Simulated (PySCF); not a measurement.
**C4H9B: a tour of settings**

Aim: see how C4H9B (`B[C@@H]1C[C@H]1C`) answers to the choice of functional, basis, grid and SCF options, and what happens with inputs that are wrong on purpose.

The runs use PySCF 2.14.0, with density-fitted response routines of our own; the level of theory stands in each step. All values are computed, except where a source is named. Atoms are numbered from 0 throughout.

## 1. The starting structure

14 atoms, charge 0, multiplicity 1; geometry from: GFN2-xTB.

Bonds of the start (Å): B0–C1 1.53, C1–C2 1.53, C2–C3 1.48, C3–C4 1.51, C3–C1 1.53, B0–H5 1.17, B0–H6 1.17, C1–H7 1.09, C2–H8 1.08, C2–H9 1.08, C3–H10 1.08, C4–H11 1.09, C4–H12 1.09, C4–H13 1.09.

## 2. TDDFT and polarisability: B97-D/Sadlej pVTZ

Job settings and geometry (Å):

```
{"job": {"kind": "uv", "xc": "B97-D", "basis": "Sadlej pVTZ", "nstates": 3, "ntriplets": 5, "tda": false, "max_iter": 2, "scf": {"max_cycle": 73}}, "charge": 0, "multiplicity": 1}
B     -2.038005    -0.529186     0.519370
C     -0.671662     0.165786     0.541270
C     -0.240147     1.077726    -0.603900
C      0.407240    -0.243790    -0.462853
C      1.832522    -0.357583     0.010623
H     -2.600867    -0.763852     1.517939
H     -2.520005    -0.835347    -0.502805
H     -0.260651     0.465388     1.500379
H     -0.940524     1.232254    -1.410370
H      0.322078     1.960731    -0.336928
H      0.123228    -1.008131    -1.176411
H      2.516113    -0.294332    -0.835583
H      1.996070    -1.311850     0.509369
H      2.073932     0.441715     0.707732
```

Level: B97-D/Sadlej pVTZ.

Started as:

```console
$ OMP_NUM_THREADS=1 python probes_run.py task.json out
```

This one command runs all jobs of the session in turn.

The log of the run:

```text
KeyError: 'Element b (Z=5) not found in basis Sadlej pVTZ version 1'
```

Run time: 0.1 s. Hardware: 1 thread, shared host.

**What went wrong.** The basis Sadlej pVTZ has no functions for an element of the molecule, so the input was refused before any integral. The remedy is to choose a basis that covers all elements.

## 3. Shielding tensors: PBE0/pcSseg-1

Same as in step 2 but for these lines:

```diff
@@ -1,2 +1,2 @@
-{"job": {"kind": "uv", "xc": "B97-D", "basis": "Sadlej pVTZ", "nstates": 3, "ntriplets": 5, "tda": false, "max_iter": 2, "scf": {"max_cycle": 73}}, "charge": 0, "multiplicity": 1}
+{"job": {"kind": "nmr", "xc": "PBE0", "basis": "pcSseg-1", "pop": true}, "charge": 0, "multiplicity": 1}
 B     -2.038005    -0.529186     0.519370
```

Method: GIAO PBE0/pcSseg-1 NMR shielding, non-relativistic, gas phase.

The log of the run:

```text
coarse grid: 11016 points
cycle   1  E = -182.3254867956  dE =  4.570e-01  |g| = 3.319e-01  |ddm| = 3.088e+00
cycle   2  E = -182.3251011979  dE =  3.856e-04  |g| = 3.531e-01  |ddm| = 6.353e-01
cycle   3  E = -182.3578902148  dE = -3.279e-02  |g| = 4.340e-02  |ddm| = 3.400e-01
cycle   4  E = -182.3582987157  dE = -4.085e-04  |g| = 1.715e-02  |ddm| = 5.750e-02
cycle   5  E = -182.3583720205  dE = -7.330e-05  |g| = 4.294e-03  |ddm| = 1.635e-02
cycle   6  E = -182.3583760790  dE = -4.058e-06  |g| = 1.059e-03  |ddm| = 3.735e-03
final grid: 104392 points
cycle   7  E = -182.3874401034  dE = -3.717e-05  |g| = 7.928e-03  |ddm| = 2.954e-02
cycle   8  E = -182.3874332720  dE =  6.831e-06  |g| = 9.581e-03  |ddm| = 1.538e-02
cycle   9  E = -182.3874569568  dE = -2.368e-05  |g| = 7.426e-04  |ddm| = 8.459e-03
cycle  10  E = -182.3874570992  dE = -1.424e-07  |g| = 1.831e-04  |ddm| = 8.474e-04
cycle  11  E = -182.3874571066  dE = -7.408e-09  |g| = 5.519e-05  |ddm| = 1.572e-04
cycle  12  E = -182.3874571073  dE = -7.076e-10  |g| = 1.210e-05  |ddm| = 5.184e-05
converged SCF energy = -182.3874571073

GIAO shielding tensors (ppm)
atom      isotropic    diamagn.    paramagn.     s11        s22        s33       span
  0 B       16.135     192.403    -176.268    -62.779    -13.530    124.713    187.492
  1 C      157.230     253.968     -96.738     92.689    174.433    204.569    111.881
  2 C      163.550     252.329     -88.778    142.634    161.249    186.768     44.133
  3 C      162.880     250.671     -87.791    132.742    165.686    190.211     57.470
  4 C      164.245     245.394     -81.149    146.047    158.297    188.390     42.343
  5 H       23.990      29.735      -5.745     17.345     27.101     27.524     10.179
  6 H       24.920      30.415      -5.495     16.494     28.154     30.111     13.617
  7 H       30.693      33.114      -2.421     25.026     29.226     37.826     12.800
  8 H       30.451      31.631      -1.180     24.639     26.855     39.858     15.219
  9 H       30.719      31.714      -0.995     25.568     28.189     38.401     12.833
 10 H       30.232      32.482      -2.250     23.334     28.452     38.910     15.576
 11 H       29.911      28.546       1.365     25.198     27.284     37.250     12.053
 12 H       29.991      29.223       0.768     25.416     27.474     37.081     11.665
 13 H       31.349      30.177       1.172     27.080     29.414     37.555     10.475
```

Wall time 43 s (1 thread, shared host).

Shifts follow as δ = σ(reference) − σ, with reference shieldings (ppm) from runs at the same level and on the same kind of geometry: 1H TMS 31.72, 13C TMS 186.9, 11B BF3·OEt2 100.1. The references are single molecules in the gas phase. Atoms listed in one row are averaged.

```
        atoms                               environment  σ (ppm)  δ (ppm)  δ scaled to CDCl3
           C1                three-membered-ring carbon    157.2     29.7               27.1
           C3                three-membered-ring carbon    162.9     24.0               21.6
           C2                three-membered-ring carbon    163.6     23.4               20.9
           C4                             methyl carbon    164.2     22.7               20.2
       H5, H6           hydrogen on a boron bonded to C    24.45     7.26                  –
          H10  hydrogen on a three-membered-ring carbon    30.23     1.49               1.51
H11, H12, H13               hydrogen on a methyl carbon    30.42     1.30               1.33
           H8  hydrogen on a three-membered-ring carbon    30.45     1.27               1.30
           H7  hydrogen on a three-membered-ring carbon    30.69     1.02               1.07
           H9  hydrogen on a three-membered-ring carbon    30.72     1.00               1.05
           B0                    boron bonded to C, 2 H     16.1     83.9                  –
```

The scaled column applies a straight-line fit of computed shieldings to shifts measured in CDCl3 (root-mean-square error 0.16 ppm for H, 1.9 ppm for C).

Charges from the same density, by scheme (e):

```
atoms  Mulliken    IAO  Hirshfeld  ESP fit
   B0      0.23   0.03       0.14     0.28
   C1     -0.42  -0.28      -0.12    -0.13
   C2     -0.13  -0.27      -0.08    -0.43
   C3     -0.30  -0.09      -0.02     0.12
   C4     -0.18  -0.41      -0.11    -0.50
```

Mayer bond orders: B0–C1 1.05, C1–C2 0.90, C2–C3 0.97, C3–C4 1.05, C3–C1 0.86.

Ring of atoms C1, C2, C3: NICS(0) -43.5, NICS(1) -7.6, NICS(1)zz -22.9 ppm (means of both faces).

In rings of three or four atoms NICS is ruled by the nearby σ bonds, so it says little on aromaticity.

Orbitals, density, ELF and potential are computed afterwards from the orbital file.

Frontier orbitals at PBE0/pcSseg-1, with the share of their density that lies nearest to each atom:

```
orbital  energy (eV)                          lies on
   HOMO        -8.01        C3 26 %; C2 17 %; C1 14 %
   LUMO        -1.08  B0 50 %; H5, H6 about 14 % each
```

ELF in a plane through or near 5 of the atoms.

Ten even steps from '0' (0.00) to '9' (1.00):
```
0000000000000000000000000000
0000000000000000000000000000
0000000000000000000000000000
0000000000000025620000000000
0000000000000279984000000000
0000000000012589996000000000
0000000000035679971000000000
0000012200158646510001000000
0000178851258863211354200000
0000499985671363344686400000
0000289962593586772155310000
0000034642476676760245410000
0000001599841334531377630000
0000002999960011111588840000
0000002999960000000367520000
0000000489820000000021100000
0000000000000000000000000000
0000000000000000000000000000
0000000000000000000000000000
0000000000000000000000000000
```
The map spans 10.8 Å across and 9.1 Å up, centred on the molecule. Atoms in the plane (x, y in Å): B0 (2.1, -0.5), C3 (-0.4, 0.0), C4 (-1.8, -0.5), H8 (0.7, 1.9), H12 (-1.9, -1.6).

On the surface of density 0.002 e/bohr³ the electrostatic potential runs, from the 1st to the 99th percentile, from -0.49 to 0.87 V.

(Part 1 of 2 ends here.)
